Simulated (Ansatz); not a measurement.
# MoW3S8: the cost of one run

Program: Ansatz 0.2.0. Level of theory: DFT LDA, scalar-relativistic, plane waves, PAW. These are calculated values, not measurements.

1 further run of the same task is left out (it didn't finish). Runs told in other sessions of the task aren't counted.

### 1 The starting structure

The structure is hexagonal, space group P-6m2 (No. 187). Conventional cell: a = 3.187 Å, b = 3.187 Å, c = 29.653 Å, α = 90.00°, β = 90.00°, γ = 120.00°. Mo (site symmetry -6m2) is surrounded by 6 S at 2.41 Å. W (site symmetry -6m2) is surrounded by 6 S at 2.42 Å. W (site symmetry 3m) is surrounded by 6 S at 2.42 Å. S (site symmetry 3m) is surrounded by 3 W at 2.42 Å. S (site symmetry 3m) is surrounded by 3 Mo at 2.41 Å.

Structure file:

```
CELL_PARAMETERS angstrom
3.18736 0.00000 0.00000
-1.59368 2.76033 0.00000
0.00000 0.00000 29.65259
ATOMIC_POSITIONS crystal
Mo 0.33333 0.66667 0.00000
W 0.33333 0.66667 0.50000
W 0.66667 0.33333 0.24959
W 0.66667 0.33333 0.75041
S 0.33333 0.66667 0.19661
S 0.33333 0.66667 0.69743
S 0.66667 0.33333 0.94734
S 0.66667 0.33333 0.44702
S 0.33333 0.66667 0.30257
S 0.33333 0.66667 0.80339
S 0.66667 0.33333 0.05266
S 0.66667 0.33333 0.55298
```

The cell was relaxed beforehand at this level, from a generated guess; it needn't be the stable form of this composition. At a tolerance of 0.02 Å it has space group P-6m2 (No. 187); it has 21.74 Å³/atom, an uncorrected energy of -0.85 eV/atom over the elements and, on its mesh, gap 1.27 eV.

### 2 Level of theory: LDA

File input.yaml:

```yaml
crystal:
  lattice:
    - [3.1873576008, 0.0, 0.0]
    - [-1.5936788004, 2.7603326532, 0.0]
    - [0.0, 0.0, 29.6525894184]
  atoms:
    - { symbol: Mo, position: [0.3333333333, 0.6666666667, 0.0] }
    - { symbol: W, position: [0.3333333333, 0.6666666667, 0.5] }
    - { symbol: W, position: [0.6666666667, 0.3333333333, 0.2495910333] }
    - { symbol: W, position: [0.6666666667, 0.3333333333, 0.7504089667] }
    - { symbol: S, position: [0.3333333333, 0.6666666667, 0.1966094262] }
    - { symbol: S, position: [0.3333333333, 0.6666666667, 0.6974271945] }
    - { symbol: S, position: [0.6666666667, 0.3333333333, 0.9473358258] }
    - { symbol: S, position: [0.6666666667, 0.3333333333, 0.4470183025] }
    - { symbol: S, position: [0.3333333333, 0.6666666667, 0.3025728055] }
    - { symbol: S, position: [0.3333333333, 0.6666666667, 0.8033905738] }
    - { symbol: S, position: [0.6666666667, 0.3333333333, 0.0526641742] }
    - { symbol: S, position: [0.6666666667, 0.3333333333, 0.5529816975] }
basis:
  ecutwfc: 420
kpoints:
  mp_grid: { grid: [12, 12, 1] }
  band_path:
    path:
      - [[0.0, 0.0, 0.0], [0.5, 0.0, 0.0], [0.33333333, 0.33333333, 0.0], [0.0, 0.0, 0.0], [0.0, 0.0, 0.5], [0.5, 0.0, 0.5], [0.33333333, 0.33333333, 0.5], [0.0, 0.0, 0.5]]
      - [[0.5, 0.0, 0.5], [0.5, 0.0, 0.0]]
      - [[0.33333333, 0.33333333, 0.5], [0.33333333, 0.33333333, 0.0]]
    npoints: 10
hamiltonian:
  xc: lda
scf:
  occupations: { method: gaussian, width: 0.02 }
  n_extra_bands: 30
output:
  forces: true
  stress: true
  eigenvalues: true
  populations: true
  dos: { projected: true, de: 0.02, nscf_kmesh: { grid: [18, 18, 2] } }
  bader: false
  write_density: true
  write_potential: true
  elf: true
  volumetric_format: npy
```

Started as:

```bash
ansatz run input.yaml --threads 4 --pin off --max-ram 8192MiB --backend cpu --events-out ev --progress --plain --runs-dir out
```

What time and memory should one allow on 4 threads of Intel Xeon Platinum 8488C (Sapphire Rapids), shared host?

About 53 s, with a peak of 1.6 GiB.
